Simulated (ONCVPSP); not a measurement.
# Pseudopotential generation for chromium: ONCV, LDA (Perdew-Wang 92)

Task: generate the file, and judge it by its errors in other configurations, its logarithmic derivatives, its ghosts and its cutoff.

Program: ONCVPSP 4.0.1. Reference atom: LDA (Perdew-Wang 92), scalar-relativistic, spherical and spin-unpolarised. All values are calculated.

## Step 1: The atom and the settings

Typed settings, in words:

```json
{
  "element": "chromium (Cr, Z = 24)",
  "type": "optimised norm-conserving Vanderbilt (ONCV)",
  "frozen core": "[Ne] 3s2",
  "valence charge": "12",
  "reference configuration": "3p6 3d5 4s1",
  "partial waves": "4s: rc 2.80 bohr, ncon 5, nbas 8, qcut 2.8 1/bohr, 2 projectors, debl 1.7 Ha; 3p: rc 1.10 bohr, ncon 3, nbas 7, qcut 14.5 1/bohr, 1 projector; 3d: rc 1.40 bohr, ncon 5, nbas 10, qcut 11.5 1/bohr, 3 projectors, debl 1.7 Ha",
  "local potential": "polynomial inside 1.10 bohr (lpopt 5, dvloc0 0 Ha)",
  "core correction": "Teter function, fcfact 3.25, rcfact 1.4"
}
```

## Step 2: Generation

Cr.dat reads:

```
# ATOM AND REFERENCE CONFIGURATION
# atsym  z   nc   nv     iexc    psfile
  Cr 24.00    4    3  -001012      upf
#
#   n    l    f
    1    0    2.00
    2    0    2.00
    2    1    6.00
    3    0    2.00
    3    1    6.00
    3    2    5.00
    4    0    1.00
#
# PSEUDOPOTENTIAL AND OPTIMIZATION
# lmax
    2
#
#   l,   rc,      ep,       ncon, nbas, qcut
    0    2.80    0.00    5    8    2.80
    1    1.10    0.00    3    7   14.50
    2    1.40    0.00    5   10   11.50
#
# LOCAL POTENTIAL
# lloc, lpopt,  rc(5),   dvloc0
    4    5    1.10    0.00
#
# VANDERBILT-KLEINMAN-BYLANDER PROJECTORs
# l, nproj, debl
    0    2    1.70
    1    1    1.10
    2    3    1.70
#
# MODEL CORE CHARGE
# icmod, fcfact, rcfact
    3    3.25    1.40
#
# LOG DERIVATIVE ANALYSIS
# epsh1, epsh2, depsh
   -3.00    5.00    0.02
#
# OUTPUT GRID
# rlmax, drl
    6.00    0.01
#
# TEST CONFIGURATIONS
# ncnf
    4
# nvcnf
#   n    l    f
    3
    3    1    6.00
    3    2    5.00
    4    0    0.00
#
    3
    3    1    6.00
    3    2    4.00
    4    0    0.00
#
    3
    3    1    6.00
    3    2    3.00
    4    0    0.00
#
    3
    3    1    6.00
    3    2    5.00
    4    0    0.50
#
```

On the command line:

```bash
$ oncvpsp.x < Cr.dat > Cr.out
```

**Question.** What will these runs give? Wanted: cutoffs for 1 and 0.1 mHa per electron, occupied waves; bound ghosts; GHOST(+) flags; largest test error; largest phase difference near zero energy, channels read; rms error of d²Exc/dn², without and with the model core.

**Answer**, as computed:

```
                                                quantity                                       value
  cutoffs for 1 and 0.1 mHa per electron, occupied waves                             54 Ha and 70 Ha
                                            bound ghosts                              s at -62.99 eV
                                          GHOST(+) flags                          none at low energy
                            largest test error (AE − PS)  +27 meV, for 3p6 3d4 4s0 (1 test unsolved)
largest phase difference near zero energy, channels read                                   0.000 rad
 rms error of d²Exc/dn², without and with the model core                           4.52 and 3.03 mHa
```

In words: It has a bound ghost (s), a state that the atom doesn't have, and that rules the file out. The worst unpolarised test, 3p6 3d4 4s0, is off by 27 meV on 23.5 eV; by total energies transferability rates as fair where solved. Of the tests 1 gave no usable energy difference, which is a warning in itself. The potential is hard: the looser tolerance needs 54 Ha. Near zero energy the phases of the channels with partial waves that could be evaluated agree within 0.001 rad. These are tests on the free atom; a crystal test is still owed.
